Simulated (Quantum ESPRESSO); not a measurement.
Cu:

```xyz
1
Lattice="0.0000 1.8075 1.8075 1.8075 0.0000 1.8075 1.8075 1.8075 0.0000" Properties=species:S:1:pos:R:3 pbc="T T T"
Cu    0.0000    0.0000    0.0000
```

Base run:

```yaml
Program: Quantum ESPRESSO 7.5
Functional: PBE
Potentials_or_basis: SSSP 1.3 efficiency PBE
Cutoff: 748 eV
Density_cutoff: 5987 eV
k_mesh: 16 × 16 × 16
Occupations: fermi-dirac, width 0.05 eV
Spin: no spin polarisation
Hubbard_terms: Cu d U = 2 eV
```

Its results: band gap on the k mesh none (metal or under the smearing width); pressure 3.4 GPa.

Question: The run is repeated on the same cell with these changes: hubbard terms from Cu d U = 2 eV to Cu d U = 4 eV. What comes out?

Answer: Band gap on the k mesh none (metal or under the smearing width); pressure 5.4 GPa.

Caveats: U without spin polarisation on a metal has little footing; the U is typed as a test and isn't derived for this compound.
